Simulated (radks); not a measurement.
**Taking charge from the 4d level of Pb³³⁺ in fractions**

One table from this session's results is given with a row withheld; the runs are named, their logs left out.

Program: radks (a radial shooting solver on a logarithmic mesh, Libxc functionals) version 1. Level of theory: scalar-relativistic Kohn-Sham, LDA (Slater exchange, Perdew-Wang correlation), spin-polarised, spherical densities, finite nucleus; open shells are filled with parallel spins first. These are calculated values, not measurements, unless marked.

**Starting point**

| Property | Result |
| --- | --- |
| element | lead (Z = 82) |
| charge | +33 |
| electrons | 49 |
| configuration | [Kr] 4d(up 5, down 5) 4f3 |
| nuclear rms radius | 5.5012 fm |

A shell typed twice in an input gives spin up, then spin down.

Set-up of the first run:

The run's settings:

```text
Z 82
configuration [Kr] 4d5 4d5 4f3
relativity scalar-relativistic
functional lda,pw
spin polarised
nucleus finite rms 5.5012 fm
c 137.035999084
```

Steps of the session up to this table: Start: [Kr] 4d(up 5, down 5) 4f3.

One of the session's tables, all rows but one given; the rest of the session is left out.

It belongs to the step «Start: [Kr] 4d(up 5, down 5) 4f3». Radial moments (bohr):

```
  level     <r>  outermost maximum (interpolated)  90 % within  nodes
  4s up       ?                                 ?            ?      ?
4s down  0.3664                             0.353        0.521      3
  4p up  0.3835                             0.369        0.550      2
4p down  0.3839                             0.369        0.550      2
  4d up  0.3885                             0.367        0.569      1
4d down  0.3890                             0.368        0.569      1
  4f up  0.3688                             0.312        0.555      0
4f down  0.3695                             0.312        0.557      0
```

Estimate the missing values for 4s up.

As computed: <r>: 0.3661; outermost maximum (interpolated): 0.353; 90 % within: 0.520; nodes: 3. In the column «<r>» it is the lowest.
